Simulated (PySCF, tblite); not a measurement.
**C5H11BBrN: geometry, infrared bands and NMR shifts**

What infrared bands and NMR shifts should C5H11BBrN (`C[N+]1(C)[BH2-]C(Br)=CC1`) show?

Computed with tblite 0.8.0 and PySCF 2.14.0, with density-fitted response routines of our own, on a single molecule in the gas phase. Atoms count from 0, in the outputs and in this text.

## Step 1: Starting geometry

19 atoms, charge 0, multiplicity 1; geometry from: force field or distance geometry start.

Bonds of the start (Å): C0–N1 1.44, N1–C2 1.44, N1–B3 1.56, B3–C4 1.59, C4–Br5 1.91, C4–C6 1.31, C6–C7 1.48, C7–N1 1.45, C0–H8 1.10, C0–H9 1.10, C0–H10 1.11, C2–H11 1.11, C2–H12 1.09, C2–H13 1.12, B3–H14 1.17, B3–H15 1.18, C6–H16 1.10, C7–H17 1.09, C7–H18 1.12.

## Step 2: Geometry optimisation with GFN2-xTB

What the job is given:

```
{"job": {"kind": "relax", "xc": "GFN2-xTB", "basis": "xTB"}, "charge": 0, "multiplicity": 1}
C     -1.030600     1.444200     0.341600
N     -0.417300     0.186700    -0.007800
C     -1.337900    -0.755300    -0.588000
B      0.769400     0.477600    -0.969800
C      1.807700    -0.605600    -0.431400
Br     3.367400    -1.259400    -1.316300
C      1.415200    -1.002300     0.757100
C      0.174600    -0.329600     1.205500
H     -0.265100     2.049500     0.840900
H     -1.360000     1.993200    -0.555200
H     -1.914800     1.234600     0.987600
H     -1.473200    -1.657000     0.045300
H     -0.980700    -0.984000    -1.596900
H     -2.299300    -0.203300    -0.708400
H      1.143500     1.580400    -0.907200
H      0.443600     0.142000    -2.049800
H      1.958600    -1.749000     1.356800
H      0.472700     0.503000     1.849900
H     -0.483800    -1.056500     1.738800
```

On the command line:

```bash
OMP_NUM_THREADS=1 python probes_run.py task.json out
```

This one command runs all jobs of the session in turn.

**Question.** This job is followed by: GFN2-xTB harmonic vibrations, gas phase; GIAO PBE0/pcSseg-1 NMR shielding, non-relativistic, gas phase. Predict these results of the whole session: strongest single infrared mode (GFN2-xTB); zero-point energy (GFN2-xTB); 13C shifts against TMS (PBE0/pcSseg-1, means over atoms taken as alike); 1H shifts against TMS (PBE0/pcSseg-1, means over atoms taken as alike); 15N shifts against NH3 (PBE0/pcSseg-1); 11B shifts against BF3·OEt2 (PBE0/pcSseg-1); 79Br shifts against HBr (PBE0/pcSseg-1); surface potential, 1st and 99th percentile.

The runs gave:

| quantity | value |
| --- | --- |
| strongest single infrared mode (GFN2-xTB) | 2469 cm⁻¹, 146 km/mol |
| zero-point energy (GFN2-xTB) | 97.5 kcal/mol |
| 13C shifts against TMS (PBE0/pcSseg-1, means over atoms taken as alike) | 172.4, 126.5, 70.2, 51.2 ppm |
| 1H shifts against TMS (PBE0/pcSseg-1, means over atoms taken as alike) | 5.62, 3.50, 2.67, 2.62 ppm |
| 15N shifts against NH3 (PBE0/pcSseg-1) | 66.7 ppm |
| 11B shifts against BF3·OEt2 (PBE0/pcSseg-1) | -7.5 ppm |
| 79Br shifts against HBr (PBE0/pcSseg-1) | 507 ppm |
| surface potential, 1st and 99th percentile | -1.21 V and 1.41 V |

In words: The optimisation took 107 steps and gained 0.707 eV; among the close pairs (by a distance rule), N1–B3 changed most, from 1.555 to 1.656 Å. All 51 modes are real, so the xTB geometry is a minimum. The strongest single mode, at 2469 cm⁻¹, moves mainly H14. Unscaled tight-binding wavenumbers are off by several per cent, some by more. Its intensities can rank the bands wrongly. C4 stands next to heavy halogen, whose spin-orbit shielding this run leaves out, so the computed shift lies too far downfield, most of all for carbon beside Br or I. The most deshielded hydrogen is H16 (hydrogen on an alkene CH), at 5.62 ppm: olefinic region. At PBE0/pcSseg-1: The largest span, 1325 ppm, is at Br5, where the paramagnetic term is -1007 ppm. Spin-orbit coupling is left out, which matters for shieldings and couplings at and beside the heavy atoms.
